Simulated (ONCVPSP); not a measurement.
# An ONCV potential for Cu, from input to tests

Task: generate the file, and judge it by its errors in other configurations, its logarithmic derivatives, its ghosts and its cutoff.

Program: ONCVPSP 4.0.1.1 (patched build). Reference atom: PBEsol, scalar-relativistic, spherical and spin-unpolarised. All values are calculated.

## (1) The atom and the settings

Typed settings, in words:

```json
{"element": "copper (Cu, Z = 29)", "type": "optimised norm-conserving Vanderbilt (ONCV)", "frozen core": "[Ne]", "valence charge": "19", "reference configuration": "3s2 3p6 3d10 4s1", "partial waves": "3s+4s: rc 1.35 bohr, ncon 4, nbas 7, qcut 10.9 1/bohr, 2 projectors; 3p: rc 0.85 bohr, ncon 3, nbas 6, qcut 17.2 1/bohr, 2 projectors, debl 1.9 Ha; 3d: rc 1.10 bohr, ncon 4, nbas 8, qcut 12.6 1/bohr, 2 projectors, debl 3 Ha", "local potential": "polynomial inside 0.75 bohr (lpopt 5, dvloc0 -1 Ha)", "core correction": "Teter function fitted to the true core (icmod 2), fcfact 0.35"}
```

The outer shells as boxes (Hund's rule for the drawing; the calculation is spin-unpolarised):

```
[Ne] core
3s [↑↓]
3p [↑↓][↑↓][↑↓]
3d [↑↓][↑↓][↑↓][↑↓][↑↓]
4s [↑ ]
```

## (2) The generation run

Contents of Cu.dat:

```
# ATOM AND REFERENCE CONFIGURATION
# atsym  z   nc   nv     iexc    psfile
  Cu 29.00    3    4  -116133      upf
#
#   n    l    f
    1    0    2.00
    2    0    2.00
    2    1    6.00
    3    0    2.00
    3    1    6.00
    3    2   10.00
    4    0    1.00
#
# PSEUDOPOTENTIAL AND OPTIMIZATION
# lmax
    2
#
#   l,   rc,      ep,       ncon, nbas, qcut
    0    1.35    0.00    4    7   10.90
    1    0.85    0.00    3    6   17.20
    2    1.10    0.00    4    8   12.60
#
# LOCAL POTENTIAL
# lloc, lpopt,  rc(5),   dvloc0
    4    5    0.75   -1.00
#
# VANDERBILT-KLEINMAN-BYLANDER PROJECTORs
# l, nproj, debl
    0    2    1.30
    1    2    1.90
    2    2    3.00
#
# MODEL CORE CHARGE
# icmod, fcfact, rcfact
    2    0.35    0.90
#
# LOG DERIVATIVE ANALYSIS
# epsh1, epsh2, depsh
   -6.00    5.00    0.04
#
# OUTPUT GRID
# rlmax, drl
    6.00    0.01
#
# TEST CONFIGURATIONS
# ncnf
    4
# nvcnf
#   n    l    f
    4
    3    0    2.00
    3    1    6.00
    3    2   10.00
    4    0    0.00
#
    4
    3    0    2.00
    3    1    6.00
    3    2    9.00
    4    0    0.00
#
    4
    3    0    2.00
    3    1    6.00
    3    2    8.00
    4    0    0.00
#
    4
    3    0    2.00
    3    1    6.00
    3    2   10.00
    4    0    0.50
#
```

The run is started by

```bash
$ oncvpsp.x < Cu.dat > Cu.out
```

Output in Cu.out (without the consistency checks and plot data):

```text
ONCVPSP  (Optimized Norm-Conservinng Vanderbilt PSeudopotential)
scalar-relativistic version 4.0.1.1, modified

#   n    l    f        energy (Ha)
    1    0    2.00    -3.2497347E+02
    2    0    2.00    -3.9007500E+01
    2    1    6.00    -3.3677990E+01
    3    0    2.00    -4.2042910E+00
    3    1    6.00    -2.6459231E+00
    3    2   10.00    -1.8594224E-01
    4    0    1.00    -1.6936025E-01

Reference configufation results
  iterations    41
  all-electron total energy (Ha)   -1.65349048D+03

Begin loop to  construct optimized pseudo wave functions
and semi-local pseudopoentials for all angular momenta

Calculating optimized projector #   1

 for l=   0

    Fraction of norm inside rc  0.975457
    Optimizing pswf for qcut=  10.90 a_B^-1,  ecut=  59.42 Ha
    Residual kinetic energy error=  6.57D-08 Ha

    Energy error per electron        Cutoff
         Ha          eV             Ha
         0.01000     0.27211       12.71
         0.00100     0.02721       30.26
         0.00010     0.00272       39.49
         0.00001     0.00027       46.24

Calculating optimized projector #   2

 for l=   0

    Fraction of norm inside rc  0.049274
    Optimizing pswf for qcut=  10.90 a_B^-1,  ecut=  59.42 Ha
    Residual kinetic energy error=  5.03D-08 Ha

    Energy error per electron        Cutoff
         Ha          eV             Ha
         0.01000     0.27211        8.79
         0.00100     0.02721       24.55
         0.00010     0.00272       37.49
         0.00001     0.00027       45.88

WARNING wellstate: negative energy specified for n= 4 l=  1
WARNING scattering state with energy  0.25000000
WARNING will be used for the first projector

   Wellstate for l =  1  n =  4
     eigenvalue =   0.2500
     asymptotic potential =   0.7500
     half-point radius =  3.5772

Calculating optimized projector #   1

 for l=   1

    Fraction of norm inside rc  0.683473
    Optimizing pswf for qcut=  17.18 a_B^-1,  ecut= 147.58 Ha
    Residual kinetic energy error=  5.28D-07 Ha

    Energy error per electron        Cutoff
         Ha          eV             Ha
         0.01000     0.27211       39.54
         0.00100     0.02721       88.61
         0.00010     0.00272      110.55
         0.00001     0.00027      126.98

Calculating optimized projector #   2

 for l=   1

    Fraction of norm inside rc  0.032755
    Optimizing pswf for qcut=  17.18 a_B^-1,  ecut= 147.58 Ha
    Residual kinetic energy error=  2.62D-08 Ha

    Energy error per electron        Cutoff
         Ha          eV             Ha
         0.01000     0.27211       24.58
         0.00100     0.02721       37.88
         0.00010     0.00272       88.71
         0.00001     0.00027      111.02

   Wellstate for l =  2  n =  5
     eigenvalue =   2.8141
     asymptotic potential =   3.3141
     half-point radius =  2.9652

Calculating optimized projector #   1

 for l=   2

    Fraction of norm inside rc  0.656064
    Optimizing pswf for qcut=  12.60 a_B^-1,  ecut=  79.39 Ha
    Residual kinetic energy error=  1.22D-04 Ha

    Energy error per electron        Cutoff
         Ha          eV             Ha
         0.01000     0.27211       60.48
         0.00100     0.02721       70.39
         0.00010     0.00272       83.64
         0.00001     0.00027      254.62

Calculating optimized projector #   2

 for l=   2

    Fraction of norm inside rc  0.063221
    Optimizing pswf for qcut=  12.60 a_B^-1,  ecut=  79.39 Ha
    Residual kinetic energy error=  1.65D-04 Ha

    Energy error per electron        Cutoff
         Ha          eV             Ha
         0.01000     0.27211       58.39
         0.00100     0.02721       71.00
         0.00010     0.00272       83.61
         0.00001     0.00027      210.97

Construct Vanderbilt / Kleinmman-Bylander projectors

B matrix Hermiticity error, ll=   0
   1   2    4.1917E-04

  Orthonormal projector coefficients  1.8119E+01  2.9605E+00

B matrix Hermiticity error, ll=   1
   1   2    3.5162E-04

  Orthonormal projector coefficients  1.1769E+01  1.4144E+00

B matrix Hermiticity error, ll=   2
   1   2   -3.3766E-04

  Orthonormal projector coefficients -8.7762E+00 -3.5966E+00

Model core correction analysis
  based on d2Exc/dn_idn_j

d2excae - all-electron derivatives

   -4.240909D-02   -3.944669D-02   -2.751166D-02   -1.532318D-03
   -3.944685D-02   -3.792420D-02   -2.718616D-02   -1.868360D-03
   -2.751200D-02   -2.718637D-02   -2.463616D-02   -7.531538D-03
   -1.532249D-03   -1.868159D-03   -7.528075D-03   -3.748604D-02

d2excps - pseudofunction derivatives with no core correction

   -5.372505D-02   -4.102764D-02   -2.929107D-02   -2.211865D-03
   -4.102892D-02   -3.944884D-02   -3.011600D-02   -1.947127D-03
   -2.929152D-02   -3.011618D-02   -2.616981D-02   -7.537022D-03
   -2.212346D-03   -1.946926D-03   -7.533560D-03   -3.752204D-02

rms 2nd derivative error    3.183639E-03

amplitude prefactor, scale prefactor
    9.6132    1.2079

d2excps - pseudofunction derivatives with core correction

   -3.903078D-02   -3.718394D-02   -2.787949D-02   -1.485552D-03
   -3.718391D-02   -3.766796D-02   -2.931680D-02   -1.760306D-03
   -2.787963D-02   -2.931697D-02   -2.579049D-02   -7.468350D-03
   -1.485471D-03   -1.760099D-03   -7.464888D-03   -3.748616D-02

rms 2nd derivative error    1.423843E-03

Pseudoatom total energy -195.310773

Diagnostic tests using Vanderbilt-Kleinman-Bylander pseudopotentials
  1 or more projectors used as specified by nproj input data

   l    rcore       rmatch      e in        delta e   norm test  slope test

   0   1.3525947   1.3936624  -4.2042910   0.0000072   1.0002452   1.0002170
   0   1.3525947   1.3936624  -0.1693602   0.0000032   1.0000313   1.0000239

   1   0.8533421   0.8792514  -2.6459231  -0.0000509   1.0002148   1.0002759
   1   0.8533421   0.8792514   0.2500000   0.0000475   1.0004755   1.0004755

   2   1.1036626   1.1371722  -0.1859422  -0.0000050   1.0001278   1.0001314
   2   1.1036626   1.1371722   2.8140578   0.0000392   1.0003674   1.0003674

 Testing for bound ghosts
   n   l    E NL Schr. Eq   E Basis Diag.   E Cutoff

   1   0       -4.204284       -4.204271    104.24
   2   0       -0.169357       -0.051971    104.24

   2   1       -2.645974       -2.643533    211.95

   3   2       -0.185947       -0.170516    282.67

 Testing for highly-localized positive-energy ghosts
       l    <radius>/rc     E Basis Diag.   E Cutoff

Test configuration 0

   n   l     f        eae           eps        diff
   1   0  2.0000 -324.97347039
   2   0  2.0000  -39.00749990
   2   1  6.0000  -33.67798976
   3   0  2.0000   -4.20429104   -4.20428389    7.15D-06
   3   1  6.0000   -2.64592314   -2.64597405   -5.09D-05
   3   2 10.0000   -0.18594224   -0.18594720   -4.96D-06
   4   0  1.0000   -0.16936025   -0.16935702    3.22D-06

    Total energies and differences
      AE_ref= -1.65349048D+03  AE_tst= -1.65349048D+03  dif=  0.00D+00
      PS_ref= -1.95310773D+02  PS_tst= -1.95310773D+02  dif= -2.27D-13
      PSP excitation error=  2.27D-13

Test configuration 1

   n   l     f        eae           eps        diff
   1   0  2.0000 -325.28907822
   2   0  2.0000  -39.31314948
   2   1  6.0000  -33.98450218
   3   0  2.0000   -4.51954537   -4.51916662    3.79D-04
   3   1  6.0000   -2.96243084   -2.96204295    3.88D-04
   3   2 10.0000   -0.50135177   -0.50138611   -3.43D-05

    Total energies and differences
      AE_ref= -1.65349048D+03  AE_tst= -1.65319260D+03  dif=  2.98D-01
      PS_ref= -1.95310773D+02  PS_tst= -1.95012983D+02  dif=  2.98D-01
      PSP excitation error=  8.82D-05

Test configuration 2

   n   l     f        eae           eps        diff
   1   0  2.0000 -325.91458699
   2   0  2.0000  -39.95090070
   2   1  6.0000  -34.62084051
   3   0  2.0000   -5.14282741   -5.14312116   -2.94D-04
   3   1  6.0000   -3.58067272   -3.58081560   -1.43D-04
   3   2  9.0000   -1.08797326   -1.08794255    3.07D-05

    Total energies and differences
      AE_ref= -1.65349048D+03  AE_tst= -1.65240935D+03  dif=  1.08D+00
      PS_ref= -1.95310773D+02  PS_tst= -1.94229615D+02  dif=  1.08D+00
      PSP excitation error= -2.40D-05

Test configuration 3

psatom: WARNING lschvkbb convergence error n,l,iter=   3   2   3
ea(ii),et,emin,emax -1.859472E-01 -2.045419E-01 -2.045419E-01 -2.045419E-01
run_config: WARNING for fully non-local PS atom, stg. 1
 WARNING no output for configuration 4

Test configuration 4

   n   l     f        eae           eps        diff
   1   0  2.0000 -325.12316888
   2   0  2.0000  -39.15283676
   2   1  6.0000  -33.82370859
   3   0  2.0000   -4.35395164   -4.35376638    1.85D-04
   3   1  6.0000   -2.79618779   -2.79603975    1.48D-04
   3   2 10.0000   -0.33606044   -0.33607685   -1.64D-05
   4   0  0.5000   -0.29626268   -0.29620537    5.73D-05

    Total energies and differences
      AE_ref= -1.65349048D+03  AE_tst= -1.65337449D+03  dif=  1.16D-01
      PS_ref= -1.95310773D+02  PS_tst= -1.95194839D+02  dif=  1.16D-01
      PSP excitation error=  5.13D-05
```

Wall time 4.5 s (1 thread of Neoverse-V1, shared host).

The projector energies used in the p channel were -2.646, 0.250 Ha; the program set a typed value aside.

All-electron and pseudo partial waves u(r) = r·R(r), from the program's wave files:

```
r (bohr)    3p AE   3p PS    3s AE   3s PS
   0.068  -0.4675  0.0353  -0.0042  0.2100
   0.135  -0.6475  0.1364  -0.6527  0.4110
   0.202  -0.3824  0.2960  -0.6011  0.6000
   0.270   0.0682  0.5010  -0.1443  0.7737
   0.338   0.5082  0.7232   0.3877  0.9230
   0.405   0.8476  0.9280   0.8206  1.0409
   0.473   1.0768  1.0933   1.1163  1.1269
   0.540   1.1996  1.1968   1.2721  1.1760
   0.608   1.2427  1.2387   1.3222  1.1900
   0.675   1.2270  1.2255   1.2960  1.1705
   0.742   1.1736  1.1733   1.2222  1.1224
   0.810   1.0958  1.0956   1.1198  1.0503
   0.878   1.0059  1.0056   1.0052  0.9620
   0.945   0.9129  0.9127   0.8901  0.8660
   1.013   0.8192  0.8190   0.7776  0.7659
   1.080   0.7308  0.7306   0.6745  0.6696
   1.148   0.6469  0.6467   0.5795  0.5779
   1.215   0.5709  0.5708   0.4961  0.4957
   1.283   0.5009  0.5008   0.4216  0.4215
   1.350   0.4390  0.4389   0.3578  0.3577
   1.418   0.3829  0.3828   0.3019  0.3018
   1.485   0.3340  0.3339   0.2546  0.2545
   1.553   0.2901  0.2900   0.2136  0.2136
   1.620   0.2522  0.2521   0.1794  0.1794
   1.688   0.2184  0.2183   0.1500  0.1499
   1.755   0.1894  0.1893   0.1255  0.1255
```

Densities times 4π (e/bohr³); a dash where the program caps the true core:

```
r (bohr)  pseudo valence  true core  model core
   0.068           21.27          –       632.4
   0.202           36.77          –       335.9
   0.338           67.06      97.84       84.73
   0.473           80.81      9.004       7.707
   0.608           64.21     0.7708     0.05085
   0.742           38.69     0.0658     0.01228
   0.878           20.62   0.005442   0.0001097
   1.013           11.18  0.0004647   0.0002161
   1.148           6.293  4.031e-05   6.469e-05
   1.283            3.67  3.524e-06   4.578e-07
   1.418           2.239  3.554e-07           0
   1.553            1.43          0           0
   1.688          0.9558          0           0
```

## (3) Transferability, from the output's test configurations

1 test gave no usable energy difference (3s2 3p6 3d8 4s0).

The tests as a table, with energies relative to 3s2 3p6 3d10 4s1.

| valence configuration | charge | ΔE all-electron (eV) | error AE − PS (meV) |
| --- | --- | --- | --- |
| 3s2 3p6 3d10 4s0 | +1 | 8.106 | +2.4 |
| 3s2 3p6 3d9 4s0 | +2 | 29.419 | -0.7 |
| 3s2 3p6 3d10 4s0.5 | +0.5 | 3.156 | +1.4 |

## (4) Does it scatter like the atom?

Taken from the files of the generation run. The phase is arctan(r·R′/R) of the radial function R, unwrapped, with energies in Ha. A pole is an energy at which the radial function vanishes at the test radius. The pseudo phase is shifted by a multiple of π to meet the all-electron one at the reference energy. Levels narrower than the energy grid can be missing from the poles. The last column is the largest difference on the grid between −0.5 and +0.5 Ha.

```tsv
channel	radius (bohr)	reference (Ha)	poles AE	poles PS	window around the reference with phases within 0.05 rad (Ha)	largest difference near zero (rad)
s	1.37	-0.17	-3.89	-3.89	the whole range	0.000
p	0.86	-2.65	1.93	1.93	the whole range	0.000
d	1.12	-0.19	1.31	1.31	the whole range	0.000
```

Phases (rad) along the scan:

```
E (Ha)    s AE    s PS    p AE    p PS
 -5.96   1.168   1.168   0.261   0.261
 -5.40   1.045   1.044  -0.018  -0.018
 -4.84   0.552   0.552  -0.326  -0.326
 -4.28  -1.249  -1.249  -0.611  -0.611
 -3.72  -1.634  -1.634  -0.841  -0.841
 -3.16  -1.758  -1.758  -1.014  -1.014
 -2.60  -1.838  -1.838  -1.143  -1.143
 -2.04  -1.911  -1.911  -1.241  -1.241
 -1.48  -1.993  -1.993  -1.317  -1.317
 -0.92  -2.102  -2.102  -1.378  -1.378
 -0.36  -2.261  -2.261  -1.428  -1.428
  0.20  -2.520  -2.520  -1.470  -1.470
  0.76  -2.942  -2.942  -1.507  -1.507
  1.32  -3.477  -3.477  -1.539  -1.539
  1.88  -3.903  -3.904  -1.568  -1.568
  2.44  -4.163  -4.164  -1.595  -1.595
  3.00  -4.320  -4.322  -1.620  -1.620
  3.56  -4.422  -4.424  -1.644  -1.645
  4.12  -4.493  -4.495  -1.668  -1.668
  4.68  -4.546  -4.548  -1.692  -1.692
```

## (5) Convergence and ghost test

Read off the output, the cutoffs (Ha) at which the residual kinetic energy of the hardest occupied pseudo-wave falls to 1 and 0.1 mHa per electron: 89 Ha and 111 Ha.

The program's own ghost test: no bound ghost flagged; no localised positive-energy state flagged.

Cutoff (Ha) at which the first wave of each channel reaches a given error (Ha per electron):

```
  error     s      p      d
1.0e-02  12.7   39.5   60.5
3.2e-03  23.1   74.5   65.8
1.0e-03  30.3   88.6   70.4
3.2e-04  35.3  100.3   75.0
1.0e-04  39.5  110.6   83.6
3.2e-05  43.0  119.2  178.2
1.0e-05  46.2  127.0  254.6
```

## (6) Summary of results

| quantity | value |
| --- | --- |
| cutoffs for 1 and 0.1 mHa per electron, occupied waves | 89 Ha and 111 Ha |
| bound ghosts | none found |
| GHOST(+) flags | none at low energy |
| largest test error (AE − PS) | +2.4 meV, for 3s2 3p6 3d10 4s0 (1 test unsolved) |
| largest phase difference near zero energy, channels read | 0.000 rad |
| rms error of d²Exc/dn², without and with the model core | 3.18 and 1.42 mHa |
| projector energies reset by the program | p: -2.646, 0.250 Ha |

**Reading.** By total energies transferability is very good where solved: the largest error is 2.4 meV on 8.1 eV, for 3s2 3p6 3d10 4s0. Of the tests 1 gave no usable energy difference, which is a warning in itself. The potential is very hard: the looser tolerance needs 89 Ha. At the looser tolerance the 3p wave is the slowest; 3d needs 70 Ha. The program's ghost test flags no bound state. Near zero energy the phases of the channels with partial waves agree within 0.001 rad. These are tests on the free atom; a crystal test is still owed.
